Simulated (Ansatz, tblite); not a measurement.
# Hf2Cl8: a ladder of methods and basis sets

The task here is to estimate one member of a computed series from the others.

Method: as each input shows; program: Ansatz 0.2.0, Gaussian basis.

The runs, in order: GFN1-xTB, GFN2-xTB, PBE-D4/def2-TZVP, r2SCAN-D4/def2-TZVP, ωB97M-V/def2-TZVP, HF/def2-TZVP, PBE-D4/def2-SVP, PBE0-D4/def2-SVP, MP2/def2-SVP, RPA/def2-SVP.

4 further runs of the same task are left out: 2 that didn't finish, 2 set aside as unsound or not needed.

### The relaxed structure

The singlet was relaxed beforehand with r2SCAN-D4/def2-SVP.

10 atoms, charge 0, spin multiplicity 1.

Bond lengths: Hf1–Cl2 2.330 Å, Hf1–Cl3 2.334 Å, Hf1–Cl4 2.334 Å, Hf1–Cl5 2.507 Å, Hf1–Cl10 2.713 Å, Cl5–Hf6 2.716 Å, Hf6–Cl7 2.334 Å, Hf6–Cl8 2.334 Å, Hf6–Cl9 2.332 Å, Hf6–Cl10 2.504 Å. Angles: Cl2–Hf1–Cl3 100.8°, Cl2–Hf1–Cl4 113.0°, Cl2–Hf1–Cl5 118.8°, Cl2–Hf1–Cl10 88.3°, Cl3–Hf1–Cl4 99.8°, Cl3–Hf1–Cl5 90.1°, Cl3–Hf1–Cl10 165.7°, Cl4–Hf1–Cl5 124.1°, Cl4–Hf1–Cl10 86.6°, Cl5–Hf1–Cl10 75.7°, Hf1–Cl5–Hf6 103.8°, Cl5–Hf6–Cl7 87.1°, Cl5–Hf6–Cl8 165.8°, Cl5–Hf6–Cl9 87.9°, Cl5–Hf6–Cl10 75.7°, Cl7–Hf6–Cl8 100.0°, Cl7–Hf6–Cl9 113.1°, Cl7–Hf6–Cl10 123.1° and more.

Hf takes a core potential in the def2 sets. No spin-orbit coupling is included.

PBE0-D4/def2-TZVP was run before; its log isn't repeated, and its numbers join the tables.

The first run:

Tight binding, by tblite at 300 K electronic temperature and without a spin-polarisation term:

```python
tblite.interface.Calculator('GFN1-xTB', numbers, positions, charge=0, uhf=0).singlepoint()
```

Tight binding, by tblite at 300 K electronic temperature and without a spin-polarisation term:

```python
tblite.interface.Calculator('GFN2-xTB', numbers, positions, charge=0, uhf=0).singlepoint()
```

start.molden holds the orbitals of an earlier run on this state, given as this run's starting guess.

File in.yaml:

```yaml
crystal:
  periodic: [false, false, false]
  atoms:
    - {symbol: Hf, position_ang: [0.516302, 0.605460, 1.895875]}
    - {symbol: Cl, position_ang: [2.224993, -0.894080, 2.406649]}
    - {symbol: Cl, position_ang: [1.464205, 2.611753, 2.620440]}
    - {symbol: Cl, position_ang: [-1.290354, 0.465004, 3.367352]}
    - {symbol: Cl, position_ang: [0.363416, 1.513484, -0.435762]}
    - {symbol: Hf, position_ang: [-0.552456, -0.589415, -1.889475]}
    - {symbol: Cl, position_ang: [-2.095507, 0.886260, -2.833265]}
    - {symbol: Cl, position_ang: [-1.439488, -2.622028, -2.615440]}
    - {symbol: Cl, position_ang: [1.497095, -0.602135, -3.000944]}
    - {symbol: Cl, position_ang: [-0.688206, -1.374303, 0.484581]}
basis:
  gaussian: {orbitals: def2-TZVP, initial_orbitals: start.molden}
hamiltonian: {xc: pbe, dispersion: d4}
scf: {omitted_lower_state_checks: [starts]}
output: {orbitals: {seedname: orbitals}}
```

Command:

```console
ansatz run in.yaml --threads 4 --pin off --events-out ev --progress --plain --max-ram 6963MiB
```

Steps of the session up to this table: PBE-D4/def2-TZVP; r2SCAN-D4/def2-TZVP; ωB97M-V/def2-TZVP; HF/def2-TZVP; PBE-D4/def2-SVP; PBE0-D4/def2-SVP; MP2/def2-SVP; RPA/def2-SVP.

One of the session's tables, all rows but one given; the rest of the session is left out.

It belongs to the step «Binding energy». 

| level | binding an atom (eV) |
| --- | --- |
| HF/def2-SVP | 3.261 |
| HF/def2-TZVP | 3.273 |
| PBE-D4/def2-SVP | 4.341 |
| PBE-D4/def2-TZVP | 4.285 |
| r2SCAN-D4/def2-TZVP | 4.299 |
| PBE0-D4/def2-SVP | ? |
| PBE0-D4/def2-TZVP | 4.209 |
| ωB97M-V/def2-TZVP | 4.206 |
| RPA/def2-SVP | 3.682 |
| MP2/def2-SVP | 4.180 |

Estimate the missing values for PBE0-D4/def2-SVP.

The run gave: binding an atom (eV): 4.233. In the column «binding an atom (eV)» it lies between PBE0-D4/def2-TZVP (4.209) and PBE-D4/def2-TZVP (4.285).

Caveats from the session: Free atoms were run apart at each level; binding is atoms less cluster, divided by the number of atoms, without zero-point or spin-orbit terms.
